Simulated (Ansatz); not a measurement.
LuNiC2:

```
Lu Ni C
1.0
     3.44770    0.00000    0.00000
     0.00000    2.22836    2.95700
     0.00000   -2.22836    2.95700
Lu Ni C
1 1 2
Direct
  0.00000 0.99823 0.99823
  0.50000 0.38891 0.38891
  0.50000 0.54479 0.85307
  0.50000 0.85307 0.54479
```

The cell is a database's computed one.

| Item | Value |
| --- | --- |
| Program | Ansatz 0.2.0 |
| Task | relaxation of cell and atoms |
| Functional | RPBE |
| Dispersion | D3(BJ) |
| Potentials or basis | Ansatz PAW |
| Cutoff | 420 eV (not typed: the program's choice for these potentials) |
| k mesh | 8 × 8 × 8 |
| Occupations | fermi-dirac, width 0.05 eV |
| Spin | collinear spin, ferromagnetic start |
| Starting moments | [0.0, 1.0, 0.0, 0.0] μB |

At the start: volume 11.36 Å³/atom.

How do energy, volume and symmetry change on relaxing?

It ends after 9 steps and the volume is 10.19 Å³/atom (-10.3 %); space group Amm2 (No. 38, to 0.05 Å); moment 0.00 μB per cell.

The path:
```csv
step,energy change (eV),largest force (eV/Å),volume (Å³)
1,0.0000,0.1390,45.44
2,-0.2721,0.2192,42.21
3,-0.3055,0.1617,40.55
4,-0.3068,0.1098,40.81
5,-0.3069,0.1008,40.81
6,-0.3071,0.0015,40.80
7,-0.3023,0.0014,40.80
8,-0.3023,0.0002,40.78
9,-0.3023,0.0001,40.78
```

Final structure:
```xyz
4
Lattice="3.2136 0.0000 0.0000 0.0000 2.1905 2.8962 0.0000 -2.1905 2.8962" Properties=species:S:1:pos:R:3 pbc="T T T"
Lu    0.0000    0.0000    5.7842
Ni    1.6068    0.0000    2.2600
C     1.6068   -0.6856    4.0438
C     1.6068    0.6856    4.0438
```

Caveat: the plane-wave basis is chosen anew once the cell has moved, so the energies of steps on either side of that aren't comparable; the PAW data sets come from PBE, with cores solved anew for the run's functional, which leaves a small shift of forces and pressure; the starting moments weren't kept.
